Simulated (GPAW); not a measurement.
# SnSe2 (P-3m1) in GPAW: single point with PBE

Aim: the single point of SnSe2 with PBE.

Everything below comes from runs of GPAW 26.7.0. Logs are shortened: lines on timing, memory, paths and dates and some standing lists are left out, and cuts for length are marked. The log counts tension as positive stress, the text compression.

## 1. The crystal as given

It takes space group P-3m1 (No. 164, trigonal). The conventional cell has a = 3.811 Å, b = 3.811 Å, c = 6.136 Å, α = 90.00°, β = 90.00°, γ = 120.00°. Sn (site symmetry -3m) is surrounded by 6 Se at 2.68 Å. Se (site symmetry 3m) is surrounded by 3 Sn at 2.68 Å.

## 2. Single point, PBE

run.py reads:

```python
from ase import Atoms
from ase.dft.bandgap import bandgap
from ase.io import write
from ase.units import GPa
from gpaw import GPAW, PW

atoms = Atoms(['Sn', 'Se', 'Se'],
              cell=[[3.811, 0.0, 0.0],
                    [-1.9055, 3.3004228138, 0.0],
                    [0.0, 0.0, 6.136]],
              scaled_positions=[[0.0, 0.0, 0.0],
                                [0.6666666667, 0.3333333333, 0.751],
                                [0.3333333333, 0.6666666667, 0.249]],
              pbc=True)

calc = GPAW(mode=PW(400),
            xc='PBE',
            kpts={'size': (7, 7, 4), 'gamma': True},
            occupations={'name': 'fermi-dirac', 'width': 0.05},
            nbands=24,
            maxiter=120,
            txt='gpaw.txt')
atoms.calc = calc
energy = atoms.get_potential_energy()
forces = atoms.get_forces()
stress = atoms.get_stress()
calc.write('gs.gpw')
write('result.traj', atoms)
print(f'Energy: {energy:.6f} eV')
print('Forces (eV/A):')
print(forces.round(4))
print('Stress (GPa):', (stress / GPa).round(3))
print('Fermi level:', round(calc.get_fermi_level(), 4), 'eV')
print(f'Gap: {bandgap(calc)[0]:.4f} eV, direct: {bandgap(calc, direct=True)[0]:.4f} eV')
```

Potentials or basis: GPAW PAW data sets (gpaw-data 1.2.1), pw.

Command:

```sh
$ OMP_NUM_THREADS=1 python run.py
```

gpaw.txt:

```text
__  _  _
 | _ |_)|_||  |
 |__||  | ||/\| - 26.7.0

Input parameters:
  mode=PW(ecut=400.0),
  kpts=MonkhorstPack(size=(7, 7, 4), gamma=True),
  maxiter=120,
  nbands=24,
  occupations=Occupations(name='fermi-dirac', width=0.05),
  xc=XC(name='PBE')

Diagonalizing LCAO Hamiltonian
Converting LCAO to pw mode

             Se

         Se

       Sn

Atoms  # Å, Bohr magnetons
|   | symbol |         x |        y |        z |    initial magnetic moments |
|---|--------|-----------|----------|----------|-----------------------------|
| 0 |     Sn |  0.000000 | 0.000000 | 0.000000 | ( 0.0000,  0.0000,  0.0000) |
| 1 |     Se |  1.905500 | 1.100141 | 4.608136 | ( 0.0000,  0.0000,  0.0000) |
| 2 |     Se | -0.000000 | 2.200282 | 1.527864 | ( 0.0000,  0.0000,  0.0000) |

Unit cell  # Å
| periodic |         x |        y |        z |  lengths |     angles |
|----------|-----------|----------|----------|----------|------------|
|      yes |  3.811000 | 0.000000 | 0.000000 | 3.811000 |  90.000000 |
|      yes | -1.905500 | 3.300423 | 0.000000 | 3.811000 |  90.000000 |
|      yes |  0.000000 | 0.000000 | 6.136000 | 6.136000 | 120.000000 |

Number of symmetries: 12
Symmetry operations  # r_c * U_cc + t_c -> r_c
|    | kind |            matrix            |
|----|------|------------------------------|
|  0 |  σ   |  1, 1, 0,  0,-1, 0,  0, 0, 1 |
|  1 |  S6  |  1, 1, 0, -1, 0, 0,  0, 0,-1 |
|  2 |  E   |  1, 0, 0,  0, 1, 0,  0, 0, 1 |
|  3 |  C2  |  1, 0, 0, -1,-1, 0,  0, 0,-1 |
|  4 |  C2  |  0, 1, 0,  1, 0, 0,  0, 0,-1 |
|  5 |  C3  |  0, 1, 0, -1,-1, 0,  0, 0, 1 |
|  6 |  S6  |  0,-1, 0,  1, 1, 0,  0, 0,-1 |
|  7 |  σ   |  0,-1, 0, -1, 0, 0,  0, 0, 1 |
|  8 |  σ   | -1, 0, 0,  1, 1, 0,  0, 0, 1 |
|  9 |  i   | -1, 0, 0,  0,-1, 0,  0, 0,-1 |
| 10 |  C3  | -1,-1, 0,  1, 0, 0,  0, 0, 1 |
| 11 |  C2  | -1,-1, 0,  0, 1, 0,  0, 0,-1 |

BZ-sampling:
  Number of BZ points: 196
  Number of IBZ points: 28

  Monkhorst-Pack size: [7, 7, 4]
  Monkhorst-Pack shift: [0.0, 0.0, 0.125]

K-points  # in reciprocal-cell coordinates
|     |                                coordinates |     weight |
|-----|--------------------------------------------|------------|
|   0 | (  0.00000000,   0.00000000,   0.00000000) | 0.00510204 |
|   1 | (  0.00000000,   0.00000000,   0.25000000) | 0.01020408 |
|   2 | (  0.00000000,   0.00000000,   0.50000000) | 0.00510204 |
|   3 | (  0.14285714,   0.00000000,  -0.25000000) | 0.03061224 |
|   4 | (  0.14285714,   0.00000000,   0.00000000) | 0.03061224 |
|   5 | (  0.14285714,   0.00000000,   0.25000000) | 0.03061224 |
|   6 | (  0.14285714,   0.00000000,   0.50000000) | 0.03061224 |
|   7 | (  0.28571429,  -0.14285714,   0.00000000) | 0.03061224 |
|   8 | (  0.28571429,  -0.14285714,   0.25000000) | 0.06122449 |
|   9 | (  0.28571429,  -0.14285714,   0.50000000) | 0.03061224 |
| ... |                                            |            |
|  27 | (  0.42857143,   0.42857143,   0.50000000) | 0.03061224 |

Plane wave coefficients: 1412
Cutoff: 400.0 eV

Spin-components: 1 (collinear spins)
Bands:           24
Projectors:      16
Spin-degeneracy: 2
Datatype:        complex128

Parallelization:
  kpt:    1
  domain: 1
  band:   1

Density:
  Valence electrons: 26.0
  Components: 1
  Grid points: [18 18 30]
  Charge: 0.0  # |e|

Potential:
  Grid points: [18 18 30]

species:
  Sn:
    name:    Tin
    Z:       50.0
    valence: 14
    core:    36
    charge:  0.0  # [|e|]
    compensation charges:
      type: gauss
      rc: 0.38  # [Å]
      lmax: 2
    cutoffs:
      filter: 2.23  # [Å]
      core: 2.35  # [Å]
    projectors
    | kind |    occ | energy [eV] | rcut [Å] |
    |------|--------|-------------|----------|
    |   5s |  2.000 |     -10.538 |    1.201 |
    |   5p |  2.000 |      -3.696 |    1.270 |
    |   4d | 10.000 |     -25.845 |    1.185 |
    |    s |        |      16.674 |    1.201 |
    |    p |        |      23.515 |    1.270 |
    |    d |        |       1.367 |    1.185 |

    Using partial waves for Sn as LCAO basis

  Se:
    name:    Selenium
    Z:       34.0
    valence: 6
    core:    28
    charge:  0.0  # [|e|]
    compensation charges:
      type: gauss
      rc: 0.27  # [Å]
      lmax: 2
    cutoffs:
      filter: 1.77  # [Å]
      core: 2.67  # [Å]
    projectors
    | kind |    occ | energy [eV] | rcut [Å] |
    |------|--------|-------------|----------|
    |   4s |  2.000 |     -17.277 |    0.847 |
    |   4p |  4.000 |      -6.512 |    1.005 |
    |    s |        |       9.935 |    0.847 |
    |    p |        |      20.699 |    1.005 |
    |    d |        |       0.000 |    0.847 |

    Using partial waves for Se as LCAO basis

Reference energy: -300217.757568  # eV

eigensolver:
  PPCG
  Converge bands: occupied
  niter=2

density mixing:
  MSR1-Mixer
  Pratt-step length: 0.05
  Maximum mixing coefficient: 0.75
  Old densities: 10
  SVD Regularization: 0.005
  Good broyden scale: 1.0
  Trust region scale: 1.0
  Backstep threshold: 4.0
  History deletion threshold: 6.0
  Fourier metric: weight=20.0, sigma=0.015

occupation numbers:
  Fermi-Dirac:
    width: 0.0500  # eV

poisson solver:
  ecut: 3200.0  # eV

xc functional:
  name: PBE with 2 nearest neighbor stencil

convergence criteria:
- Maximum [total energy] change in last 3 cyles: 0.0005 eV / valence electron
- Maximum integral of absolute [dens]ity change: 0.0001 electrons / valence electron
- Maximum integral of absolute [eigenst]ate change: 4e-08 eV^2 / valence electron
maximum number of iterations: 120

SCF iterations
|iter     | |      energy | eigst |  dens |
|---------|-|-------------|-------|-------|
|iter:   1| |  -12.055420 | -0.06 |       |
|iter:   2| |  -12.002946 | -2.29 | -1.22 |
|iter:   3| |  -11.823333 | -2.08 | -1.26 |
|iter:   4| |  -11.817816 | -2.84 | -1.77 |
|iter:   5| |  -11.817764c| -4.25 | -2.35 |
|iter:   6| |  -11.817720c| -4.71 | -2.63 |
|iter:   7| |  -11.817737c| -6.02 | -3.40 |
|iter:   8| |  -11.817739c| -7.03 | -3.96 |
|iter:   9| |  -11.817739c| -7.55c| -4.75c|

Converged in 9 steps
Energy contributions relative to reference atoms: (reference = -300217.757568)

Energy contributions:
  Kinetic:          32.222363
  Coulomb:         -28.871587
  Zero:             -0.121039
  External:          0.000000
  Xc:              -15.047464
  Entropy:          -0.000023
  Spinorbit:         0.000000
  ----------------------------
  Free energy:     -11.817750
  Extrapolated:    -11.817739

dipole moment: (-6.350207, -10.998881, -20.448632)  # |e|*Ang

Fermi level: 5.553
Eigenvalues  # (at kpt = [0.000, 0.000, 0.000])
| band index |      eig [eV] | occ [0-2] |
|------------|---------------|-----------|
|          0 |       -16.104 |     2.000 |
|        ... |               |           |
|          5 |        -8.850 |     2.000 |
|          6 |        -7.071 |     2.000 |
|          7 |        -0.907 |     2.000 |
|          8 |         4.433 |     2.000 |
|          9 |         4.433 |     2.000 |
|         10 |         4.745 |     2.000 |
[... 8 lines left out ...]
|         19 |        14.094 |     0.000 |
|         20 |        14.781 |     0.000 |
|        ... |               |           |
|         23 |        15.934 |     0.000 |

Gap: 0.816 eV
Transition (v -> c):
  (s=0, k=0, n=12, [0.00, 0.00, 0.00]) -> (s=0, k=18, n=13, [0.43, 0.00, -0.25])
Direct/indirect transitions are different
Direct gap: 1.105 eV
Transition at: (s=0, k=0, n=12, [0.00, 0.00, 0.00])

Forces  # eV/Ang
|        x |        y |        z |
|----------|----------|----------|
| -0.00000 | -0.00000 |  0.00000 |  # Sn   0
|  0.00000 |  0.00000 | -0.76125 |  # Se   1
|  0.00000 |  0.00000 |  0.76125 |  # Se   2

Stress tensor  # eV/Ang^3
|         x |         y |         z |
|-----------|-----------|-----------|
| -0.020665 |  0.000000 |  0.000000 |
|  0.000000 | -0.020665 | -0.000000 |
|  0.000000 | -0.000000 | -0.030008 |

# Writing to gs.gpw (mode='')
```

Wall time 16 s (1 thread of Arm Neoverse V2, shared host); peak memory 0.15 GiB.

The run converged, but some of its settings lie outside the range that counts as converged, so its numbers aren't taken as properties of the crystal.

What came out:

```yaml
Free_energy: -11.8178 eV
Pressure: 3.8 GPa
Largest_force: 0.761 eV/Å
Band_gap_on_the_k_mesh: 0.82 eV, indirect (least direct gap 1.10 eV)
```

Caveat: the cutoff is short for stress and forces, so pressures can be off by a GPa or more; spin-orbit coupling is left out, which moves the levels of the heavy elements; an odd mesh through Γ misses points on the zone boundary, where band edges often lie; this functional lacks dispersion, which binds the layers, so the pressure and a relaxed spacing across them are unreliable.
